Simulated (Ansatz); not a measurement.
Ta3N:

```
CELL_PARAMETERS angstrom
3.03222 0.00000 0.00000
-1.51611 2.62598 0.00000
0.00000 0.00000 7.52414
ATOMIC_POSITIONS crystal
Ta 0.66667 0.33333 0.82607
Ta 0.33333 0.66667 0.17393
Ta 0.00000 0.00000 0.50000
N 0.00000 0.00000 0.00000
```

The cell comes from a database or a generator and needn't be the stable form of this composition.

Base run:

```yaml
Program: Ansatz 0.2.0
Functional: PBE
Potentials_or_basis: Ansatz PAW
Cutoff: 420 eV
Density_cutoff: 1680 eV
k_mesh: 10 × 10 × 4
Occupations: fermi-dirac, width 0.05 eV
Spin: no spin polarisation
Hubbard_terms: Ta d U = 1 eV
```

Its results: band gap on the k mesh none (metal or under the smearing width); pressure 0.0 GPa; largest force 0.096 eV/Å.

Task: After a change of settings the same cell gave: band gap on the k mesh none (metal or under the smearing width); pressure 1.8 GPa; largest force 0.034 eV/Å. Which change was it?
A. k mesh from 10 × 10 × 4 to 7 × 7 × 3; hubbard terms from Ta d U = 1 eV to none; hubbard projectors from ortho-atomic (the default) to none
B. hubbard terms from Ta d U = 1 eV to Ta d U = 4 eV
C. hubbard terms from Ta d U = 1 eV to Ta d U = 3 eV
D. functional from PBE to r2SCAN; cutoff from 420 eV to 500 eV; density cutoff from 1680 eV to 2000 eV; hubbard terms from Ta d U = 1 eV to none; hubbard projectors from ortho-atomic (the default) to none

Result: C.

Caveats: U without spin polarisation on a metal has little footing; the density of states is complete only up to the lowest level of the last band computed.

Not every run made on this cell is shown here.
